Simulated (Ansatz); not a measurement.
# SiH₃Cl + NH₃ + NH₃: a complex and its separated parts, part 3 of 3

Ansatz 0.2.0, Gaussian basis. Earlier steps stand in the parts before.

## Step 19: RPA on PBE/def2-TZVPP

The inputs:

parta/in.yaml

```yaml
crystal:
  periodic: [false, false, false]
  atoms:
    - {symbol: Si, position_ang: [-1.737827, -0.571385, 0.254066]}
    - {symbol: H, position_ang: [-0.878654, -1.165836, -0.795235]}
    - {symbol: H, position_ang: [-1.713999, -1.407724, 1.475766]}
    - {symbol: H, position_ang: [-1.295338, 0.807358, 0.563672]}
    - {symbol: Cl, position_ang: [-3.666372, -0.495657, -0.447239]}
basis:
  gaussian: {orbitals: def2-TZVPP}
hamiltonian: {xc: pbe}
correlation: {method: rpa}
```

partb/in.yaml

```yaml
crystal:
  periodic: [false, false, false]
  atoms:
    - {symbol: H, position_ang: [1.071820, -0.067286, 0.407918]}
    - {symbol: N, position_ang: [0.511217, -0.632136, 1.034002]}
    - {symbol: H, position_ang: [0.915670, -1.560419, 1.039372]}
    - {symbol: H, position_ang: [0.629682, -0.251044, 1.964622]}
basis:
  gaussian: {orbitals: def2-TZVPP}
hamiltonian: {xc: pbe}
correlation: {method: rpa}
```

partc/in.yaml

```yaml
crystal:
  periodic: [false, false, false]
  atoms:
    - {symbol: H, position_ang: [1.715059, 0.649124, -1.999190]}
    - {symbol: N, position_ang: [1.535343, 1.167510, -1.148132]}
    - {symbol: H, position_ang: [2.256970, 1.873849, -1.072842]}
    - {symbol: H, position_ang: [0.656432, 1.653647, -1.276681]}
basis:
  gaussian: {orbitals: def2-TZVPP}
hamiltonian: {xc: pbe}
correlation: {method: rpa}
```

The same command starts each run, in its folder.

On the command line:

```
> ansatz run in.yaml --threads 8 --pin off --events-out ev --progress --plain --max-ram 19148MiB
```

Log of parta (excerpt; [...] marks lines left out):

```text
Functional definition: PBE
  name "PBE"
  cite "Perdew, Burke & Ernzerhof, Phys. Rev. Lett. 77, 3865 (1996) doi:10.1103/PhysRevLett.77.3865"
  parent pbe
[...]
716 factors; integrals over basis functions are off by at most 8.0e-4 eV
[...]
mean field -20441.42554217 eV, -751.2085329790 hartree, gradient 9.5e-6 eV, S^2 0.000000; 0 other end points of the search recorded, 0 dependent functions left out
10 core orbitals not correlated: weight in the atoms' cores, before any rotation towards them, 1.000 or more for the frozen orbitals, at most 0.000 for the correlated occupied ones
reference -20414.51036380 eV, -750.2194184176 hartree; 7, 7 occupied and 109, 109 virtual orbitals, 716 factors
Total energy: -20430.37440051 eV, -750.8024110135 hartree
```

Log of partb (excerpt; [...] marks lines left out):

```text
[... 4 set-up lines as earlier in the session ...]
[...]
416 factors; integrals over basis functions are off by at most 1.1e-3 eV
[...]
mean field -1537.73151742 eV, -56.5105909535 hartree, gradient 7.1e-6 eV, S^2 0.000000; 0 other end points of the search recorded, 0 dependent functions left out
1 core orbitals not correlated: weight in the atoms' cores, before any rotation towards them, 1.000 or more for the frozen orbitals, at most 0.000 for the correlated occupied ones
reference -1529.64066077 eV, -56.2132574558 hartree; 4, 4 occupied and 68, 68 virtual orbitals, 416 factors
Total energy: -1540.11753511 eV, -56.5982754863 hartree
```

Log of partc (excerpt; [...] marks lines left out):

```text
[... 4 set-up lines as earlier in the session ...]
[...]
416 factors; integrals over basis functions are off by at most 1.0e-3 eV
[...]
mean field -1537.73155307 eV, -56.5105922633 hartree, gradient 7.2e-6 eV, S^2 0.000000; 0 other end points of the search recorded, 0 dependent functions left out
1 core orbitals not correlated: weight in the atoms' cores, before any rotation towards them, 1.000 or more for the frozen orbitals, at most 0.000 for the correlated occupied ones
reference -1529.64060817 eV, -56.2132555228 hartree; 4, 4 occupied and 68, 68 virtual orbitals, 416 factors
Total energy: -1540.11763720 eV, -56.5982792380 hartree
```

Wall times: 0.6 s (parta), 0.25 s (partb), 0.25 s (partc) on 8 threads of Arm Neoverse V1, shared host.

## Step 20: CCSD(T)/def2-TZVPP

The same edit goes into each in.yaml of step 19 (parta, partb, partc):

```diff
-hamiltonian: {xc: pbe}
-correlation: {method: rpa}
+correlation: {method: ccsd_t}
```

The same command starts each run, in its folder.

On the command line:

```
> ansatz run in.yaml --threads 8 --pin off --events-out ev --progress --plain --max-ram 19148MiB
```

Output in parta (excerpt; [...] marks lines left out):

```text
Functional definition: HF
  name "HF"
  cite "Fock, Z. Phys. 61, 126 (1930) doi:10.1007/BF01340294"
[... 1 set-up line as earlier in the session ...]
[...]
716 factors; integrals over basis functions are off by at most 8.0e-4 eV
[...]
mean field -20415.29439897 eV, -750.2482311788 hartree, gradient 2.2e-6 eV, S^2 0.000000; 0 other end points of the search recorded, 0 dependent functions left out
10 core orbitals not correlated: weight in the atoms' cores, before any rotation towards them, 1.000 or more for the frozen orbitals, at most 0.000 for the correlated occupied ones
reference -20415.29439897 eV, -750.2482311788 hartree; 7, 7 occupied and 109, 109 virtual orbitals, 716 factors
second order -8.72233585 eV of doubles, -0.00000000 eV of singles
cycle   1  -9.46502544 eV  change   -7.4e-1 eV  update   6.2e-2
[...]
cycle   8  -9.75734346 eV  change   -1.1e-5 eV  update   1.1e-5
perturbative correction -0.34573016 eV, -0.0127053490 hartree
Total energy: -20425.39747259 eV, -750.6195122861 hartree
```

Log of partb (excerpt; [...] marks lines left out):

```text
[... 4 set-up lines as earlier in the session ...]
[...]
416 factors; integrals over basis functions are off by at most 1.1e-3 eV
[...]
mean field -1529.85249722 eV, -56.2210423017 hartree, gradient 4.1e-6 eV, S^2 0.000000; 0 other end points of the search recorded, 0 dependent functions left out
1 core orbitals not correlated: weight in the atoms' cores, before any rotation towards them, 1.000 or more for the frozen orbitals, at most 0.000 for the correlated occupied ones
reference -1529.85249722 eV, -56.2210423017 hartree; 4, 4 occupied and 68, 68 virtual orbitals, 416 factors
second order -6.38828648 eV of doubles, -0.00000000 eV of singles
cycle   1  -6.57733999 eV  change   -1.9e-1 eV  update   3.9e-2
[...]
cycle   9  -6.72923337 eV  change    3.6e-6 eV  update   2.3e-6
perturbative correction -0.20701999 eV, -0.0076078443 hartree
Total energy: -1536.78875058 eV, -56.4759449111 hartree
```

Log of partc (excerpt; [...] marks lines left out):

```text
[... 4 set-up lines as earlier in the session ...]
[...]
416 factors; integrals over basis functions are off by at most 1.0e-3 eV
[...]
mean field -1529.85246560 eV, -56.2210411395 hartree, gradient 4.0e-6 eV, S^2 0.000000; 0 other end points of the search recorded, 0 dependent functions left out
1 core orbitals not correlated: weight in the atoms' cores, before any rotation towards them, 1.000 or more for the frozen orbitals, at most 0.000 for the correlated occupied ones
reference -1529.85246560 eV, -56.2210411395 hartree; 4, 4 occupied and 68, 68 virtual orbitals, 416 factors
second order -6.38836201 eV of doubles, -0.00000000 eV of singles
cycle   1  -6.57740927 eV  change   -1.9e-1 eV  update   3.9e-2
[...]
cycle   9  -6.72931409 eV  change    3.3e-6 eV  update   2.3e-6
perturbative correction -0.20703273 eV, -0.0076083124 hartree
Total energy: -1536.78881242 eV, -56.4759471835 hartree
```

Times: 0.95 s (parta), 0.3 s (partb), 0.3 s (partc) on 8 threads of Arm Neoverse V1, shared host.

## Step 21: Vibrations of SiH₃Cl

vib-parta/in.yaml

```yaml
crystal:
  periodic: [false, false, false]
  atoms:
    - {symbol: Si, position_ang: [-1.737827, -0.571385, 0.254066]}
    - {symbol: H, position_ang: [-0.878654, -1.165836, -0.795235]}
    - {symbol: H, position_ang: [-1.713999, -1.407724, 1.475766]}
    - {symbol: H, position_ang: [-1.295338, 0.807358, 0.563672]}
    - {symbol: Cl, position_ang: [-3.666372, -0.495657, -0.447239]}
basis:
  gaussian: {orbitals: def2-TZVP}
hamiltonian: {xc: pbe0, dispersion: d4}
phonons: {temperatures: {t_min: 298.15, t_max: 900, t_step: 200}}
```

On the command line:

```
> ansatz run in.yaml --threads 8 --pin off --events-out ev --progress --plain --max-ram 19148MiB
```

Output (excerpt; [...] marks lines left out):

```text
[... 5 set-up lines as earlier in the session ...]
[...]
668 factors; their error is unknown
[...]
mean field -20443.33419721 eV, -751.2786747577 hartree, gradient 1.5e-5 eV, S^2 0.000000; 0 other end points of the search recorded, 0 dependent functions left out
[...]
Atom 2 at    -1.713999    -1.407724     1.475766 Å, force    -0.000014     0.000011    -0.000016 eV/Å
Atom 3 at    -1.295338     0.807358     0.563672 Å, force    -0.000018    -0.000014    -0.000005 eV/Å
Atom 4 at    -3.666372    -0.495657    -0.447239 Å, force    -0.000252     0.000010    -0.000092 eV/Å
Dipole moment:     0.246230    -0.009669     0.089539 e Å
Vibrations: 552.19 656.41 656.42 943.75 947.27 947.27 2248.87 2261.09 2261.11 cm⁻¹, zero-point energy 0.711321 eV
```

It took 4.7 s on 8 threads of Arm Neoverse V1, shared host.

Wavenumbers and character of the modes:

| mode | wavenumber (cm⁻¹) | character |
| --- | --- | --- |
| 1 | 552 | Si–Cl stretch |
| 2 | 656 | bend |
| 3 | 656 | bend |
| 4 | 944 | bend |
| 5 | 947 | bend |
| 6 | 947 | bend |
| 7 | 2249 | Si–H stretch |
| 8 | 2261 | Si–H stretch |
| 9 | 2261 | Si–H stretch |

Vibrational sums (real modes only):

| T (K) | entropy (J/mol/K) | heat capacity (J/mol/K) |
| --- | --- | --- |
| 298 | 6.8 | 18.0 |
| 498 | 20.2 | 34.6 |
| 698 | 33.7 | 45.4 |
| 898 | 46.1 | 52.9 |

## Step 22: Vibrations of NH₃

vib-partb/in.yaml

```yaml
crystal:
  periodic: [false, false, false]
  atoms:
    - {symbol: H, position_ang: [1.071820, -0.067286, 0.407918]}
    - {symbol: N, position_ang: [0.511217, -0.632136, 1.034002]}
    - {symbol: H, position_ang: [0.915670, -1.560419, 1.039372]}
    - {symbol: H, position_ang: [0.629682, -0.251044, 1.964622]}
basis:
  gaussian: {orbitals: def2-TZVP}
hamiltonian: {xc: pbe0, dispersion: d4}
phonons: {temperatures: {t_min: 298.15, t_max: 900, t_step: 200}}
```

On the command line:

```
> ansatz run in.yaml --threads 8 --pin off --events-out ev --progress --plain --max-ram 19148MiB
```

Output (excerpt; [...] marks lines left out):

```text
[... 5 set-up lines as earlier in the session ...]
[...]
287 factors; their error is unknown
[...]
mean field -1537.79931146 eV, -56.5130823384 hartree, gradient 1.3e-5 eV, S^2 0.000000; 0 other end points of the search recorded, 0 dependent functions left out
[...]
Atom 1 at     0.511217    -0.632136     1.034002 Å, force    -0.000135    -0.000432     0.000456 eV/Å
Atom 2 at     0.915670    -1.560419     1.039372 Å, force    -0.000013     0.000687    -0.000346 eV/Å
Atom 3 at     0.629682    -0.251044     1.964622 Å, force     0.000141     0.000149    -0.000743 eV/Å
Dipole moment:     0.338948     0.005532     0.096935 e Å
Vibrations: 1030.86 1669.53 1669.60 3502.18 3631.29 3631.33 cm⁻¹, zero-point energy 0.938237 eV
```

Run time: 2.1 s. Hardware: 8 threads of Arm Neoverse V1, shared host.

The modes, with what each moves most:

| mode | wavenumber (cm⁻¹) | character |
| --- | --- | --- |
| 1 | 1031 | bend |
| 2 | 1670 | bend |
| 3 | 1670 | bend |
| 4 | 3502 | N–H stretch |
| 5 | 3631 | N–H stretch |
| 6 | 3631 | N–H stretch |

Vibrational sums (real modes only):

| T (K) | entropy (J/mol/K) | heat capacity (J/mol/K) |
| --- | --- | --- |
| 298 | 0.4 | 1.8 |
| 498 | 2.6 | 7.4 |
| 698 | 6.0 | 13.4 |
| 898 | 10.0 | 18.8 |

## Step 23: Vibrations of NH₃

vib-partc/in.yaml

```yaml
crystal:
  periodic: [false, false, false]
  atoms:
    - {symbol: H, position_ang: [1.715059, 0.649124, -1.999190]}
    - {symbol: N, position_ang: [1.535343, 1.167510, -1.148132]}
    - {symbol: H, position_ang: [2.256970, 1.873849, -1.072842]}
    - {symbol: H, position_ang: [0.656432, 1.653647, -1.276681]}
basis:
  gaussian: {orbitals: def2-TZVP}
hamiltonian: {xc: pbe0, dispersion: d4}
phonons: {temperatures: {t_min: 298.15, t_max: 900, t_step: 200}}
```

On the command line:

```
> ansatz run in.yaml --threads 8 --pin off --events-out ev --progress --plain --max-ram 19148MiB
```

Output (excerpt; [...] marks lines left out):

```text
[... 5 set-up lines as earlier in the session ...]
[...]
287 factors; their error is unknown
[...]
mean field -1537.79931064 eV, -56.5130823083 hartree, gradient 1.4e-5 eV, S^2 0.000000; 0 other end points of the search recorded, 0 dependent functions left out
[...]
Atom 1 at     1.535343     1.167510    -1.148132 Å, force    -0.000119     0.001696    -0.001872 eV/Å
Atom 2 at     2.256970     1.873849    -1.072842 Å, force     0.000546    -0.000119     0.000978 eV/Å
Atom 3 at     0.656432     1.653647    -1.276681 Å, force    -0.000523    -0.000426     0.000794 eV/Å
Dipole moment:     0.007016     0.210824    -0.282832 e Å
Vibrations: 1031.86 1669.61 1669.63 3502.20 3631.15 3631.21 cm⁻¹, zero-point energy 0.938291 eV
```

Wall time 2 s (8 threads of Arm Neoverse V1, shared host).

The modes, with what each moves most:

| mode | wavenumber (cm⁻¹) | character |
| --- | --- | --- |
| 1 | 1032 | bend |
| 2 | 1670 | bend |
| 3 | 1670 | bend |
| 4 | 3502 | N–H stretch |
| 5 | 3631 | N–H stretch |
| 6 | 3631 | N–H stretch |

Vibrational sums (real modes only):

| T (K) | entropy (J/mol/K) | heat capacity (J/mol/K) |
| --- | --- | --- |
| 298 | 0.4 | 1.8 |
| 498 | 2.6 | 7.4 |
| 698 | 6.0 | 13.4 |
| 898 | 10.0 | 18.8 |

## Step 24: Complex less separated parts

The complex's own energies come from single points at the same levels.

Rows are in def2-TZVPP; times add the 4 runs of a level on a shared host, so small differences are noise.

Differences are taken before rounding.

| method | rung | complex less parts (kcal/mol) | from CCSD(T) (kcal/mol) | time |
| --- | --- | --- | --- | --- |
| SPW92 | LDA | -24.7 | -12.0 | 1.6 s |
| PBE-D4 | GGA | -16.6 | -3.8 | 2.1 s |
| BLYP-D4 | GGA | -13.2 | -0.4 | 2.1 s |
| r2SCAN-D4 | meta-GGA | -14.9 | -2.1 | 4.3 s |
| B97M-V | meta-GGA | -13.3 | -0.6 | 6.6 s |
| PBE0-D4 | hybrid | -15.9 | -3.1 | 2.8 s |
| B3LYP-D4 | hybrid | -13.4 | -0.6 | 2.8 s |
| r2SCAN0-D4 | hybrid | -15.0 | -2.2 | 4.9 s |
| BHLYP-D4 | hybrid | -13.1 | -0.3 | 2.5 s |
| CAM-B3LYP-D4 | range-separated hybrid | -13.9 | -1.1 | 3 s |
| wB97X-V | range-separated hybrid | -13.8 | -1.0 | 6.3 s |
| wB97M-V | range-separated hybrid | -14.5 | -1.7 | 7.1 s |
| B2PLYP | double hybrid | -11.0 | +1.7 | 4.8 s |
| PBE-QIDH | double hybrid | -14.1 | -1.4 | 4.7 s |
| RPA on PBE | RPA | -10.9 | +1.9 | 4.9 s |
| Hartree-Fock | wavefunction | -3.3 | +9.5 |  |
| MP2 | wavefunction | -13.6 | -0.8 |  |
| CCSD | wavefunction | -11.3 | +1.4 |  |
| CCSD(T) | wavefunction | -12.8 | 0 | 1.8 min |

Among the levels timed on like hardware and quicker than the yardstick, those that no quicker one beats, quickest first: SPW92 (1.6 s, -12.0 kcal/mol); BLYP-D4 (2.1 s, -0.4 kcal/mol); BHLYP-D4 (2.5 s, -0.3 kcal/mol).

For cost: BHLYP-D4 gets within 0.3 kcal/mol in 2.5 s, where CCSD(T) took 1.8 min; the quickest level in the cost chart, SPW92, takes 1.6 s and misses by 12.0 kcal/mol.

The complex's zero-point energy, from a separate PBE0-D4 run, is 2.791 eV.

## Step 25: Summary of results

The summary covers parts 1 to 3.

```
                              quantity           value
complex less parts, CCSD(T)/def2-TZVPP  -12.8 kcal/mol
                with zero-point energy   -8.1 kcal/mol
                 largest T1 diagnostic           0.009
```

In words: At CCSD(T) the complex lies 12.8 kcal/mol below its parts. Among the functionals BHLYP-D4 lands nearest to CCSD(T) (-0.3 kcal/mol) and SPW92 farthest (-12.0 kcal/mol). By rung, the mean size of the error is: LDA 12.0, GGA 2.1, meta-GGA 1.4, hybrid 1.6, range-separated hybrid 1.3, double hybrid 1.6 kcal/mol. PBE-D4 gives a relative energy 3.8 kcal/mol too low, outside chemical accuracy (1 kcal/mol). No counterpoise was applied, and triple zeta lacks some correlation, so the CCSD(T) reference has a basis error of its own, and close matches with it are partly luck.
